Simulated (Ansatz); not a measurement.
A nudged elastic band was laid between two geometries of a periodic cell of 17 atoms, Zn$_{9}$O$_{8}$ (host ZnO, host structure P6_3mc, interstitial Zn).

The calculation used Ansatz, DFT LDA, scalar-relativistic, plane waves, PAW. Settings: PAW set soft_1, cutoff 420 eV, k mesh 2x2x2, gaussian smearing 0.05 eV, no spin polarisation.

| Quantity | Value |
| --- | --- |
| movable images | 7 |
| climbing image | yes |
| spring | 5.0 eV/Å² |
| optimiser | quadratic models (default) |
| start path | IDPP |
| force threshold | 0.05 eV/Å |
| iteration limit | 61 |
| end points | relaxed |

Initial state:

```xyz
17
Lattice="-3.2190 -5.5755 0.0000 4.8285 -2.7877 0.0000 0.0000 0.0000 5.1489" Properties=species:S:1:pos:R:3
Zn -0.033 -3.620 0.115
Zn 1.695 -4.575 2.455
O -0.048 -3.754 2.015
O 1.551 -4.658 4.523
Zn 3.180 -3.749 -0.083
Zn 0.008 -1.917 2.602
O 3.289 -3.812 1.852
O -0.062 -1.877 4.510
Zn 1.462 -1.030 0.115
Zn 3.153 -2.050 2.455
O 1.571 -0.949 2.015
O 3.153 -1.884 4.524
Zn 1.643 -6.578 0.046
Zn -1.795 -4.592 2.474
O 1.481 -6.485 1.946
O -1.624 -4.692 4.573
Zn -0.057 -5.597 3.686
```

Final state:

```xyz
17
Lattice="-3.2190 -5.5755 0.0000 4.8285 -2.7877 0.0000 0.0000 0.0000 5.1489" Properties=species:S:1:pos:R:3
Zn 0.121 -3.671 0.015
Zn 1.612 -4.526 2.641
O 0.047 -3.679 1.935
O 1.644 -4.718 4.622
Zn 3.311 -3.828 -0.051
Zn -0.108 -1.831 2.460
O 3.121 -3.728 1.915
O 0.007 -1.912 4.370
Zn 1.498 -0.802 -0.356
Zn 2.751 -1.861 1.849
O 1.183 -0.773 1.539
O 3.527 -1.915 5.193
Zn 1.962 -6.465 0.456
Zn -1.412 -4.806 2.626
O 1.877 -6.441 2.321
O -1.515 -4.463 4.582
Zn 0.389 -6.382 3.638
```

(1) Which bonds break or form, and what moves?

(2) Give the energies along the band, and the barrier.

(3) What is the geometry of the highest image?

Answers

(1) Contacts lost: Zn1–Zn17, Zn10–O15, O16–Zn17. The atom that moves furthest is Zn17, by 0.90 Å; four of its nearest neighbours are O16 2.02, O12 2.04, O4 2.04, Zn14 2.35 Å at the first end and O12 1.91, O15 1.99, Zn10 2.25, O4 2.30 Å at the last.

(2) The forces met the threshold. The highest image is number 2 of 0 to 8, 0.027 eV above the first end and 0.692 eV above the last; the last end lies 0.665 eV below the first. By the program's own check the climbing image is a first-order saddle point (lowest curvatures found: -1.87 and 0.70 eV/Å²). Limits of this set-up: coarse k mesh, PAW files made for another functional, a small cell, in which the defect meets its images.

| image | path coordinate (Å) | energy (eV) | Zn1–Zn17 (Å) | Zn10–O15 (Å) | O16–Zn17 (Å) |
| --- | --- | --- | --- | --- | --- |
| 0 | 0.00 | 0.000 | 2.53 | 1.99 | 2.02 |
| 1 | 0.14 | 0.008 | 2.50 | 1.99 | 2.01 |
| 2 | 0.29 | 0.027 | 2.46 | 2.00 | 2.04 |
| 3 | 0.66 | -0.001 | 2.52 | 2.01 | 2.10 |
| 4 | 1.02 | -0.275 | 2.61 | 2.04 | 2.16 |
| 5 | 1.39 | -0.487 | 2.73 | 2.11 | 2.26 |
| 6 | 1.75 | -0.546 | 2.82 | 2.20 | 2.46 |
| 7 | 2.12 | -0.630 | 2.94 | 2.37 | 2.68 |
| 8 | 2.48 | -0.665 | 3.12 | 2.59 | 2.86 |

(3) 
```xyz
17
Lattice="-3.2190 -5.5755 0.0000 4.8285 -2.7877 0.0000 0.0000 0.0000 5.1489" Properties=species:S:1:pos:R:3:forces:R:3
Zn -0.007 -3.616 0.057 0.00 0.01 0.02
Zn 1.655 -4.596 2.455 0.02 -0.02 0.00
O -0.031 -3.697 1.944 0.01 0.00 0.02
O 1.611 -4.659 4.565 -0.01 0.01 -0.02
Zn 3.216 -3.756 -0.042 0.00 0.00 0.01
Zn -0.019 -1.888 2.574 -0.01 0.00 0.00
O 3.243 -3.773 1.897 0.00 0.00 0.00
O -0.052 -1.869 4.481 0.00 0.00 0.00
Zn 1.484 -1.038 0.060 -0.01 0.00 0.01
Zn 3.163 -1.988 2.460 0.02 0.00 -0.01
O 1.544 -0.976 1.947 0.00 0.00 0.01
O 3.194 -1.915 4.560 -0.01 0.00 -0.01
Zn 1.670 -6.582 0.077 -0.01 0.00 -0.02
Zn -1.690 -4.641 2.470 -0.01 0.01 0.00
O 1.578 -6.530 1.965 0.01 0.00 -0.01
O -1.627 -4.681 4.576 0.02 -0.01 0.00
Zn -0.005 -5.611 3.761 -0.01 0.00 0.01
```

Run time: 11 min on 2 threads of Arm Neoverse V1 (shared host), peak memory 1 GiB.
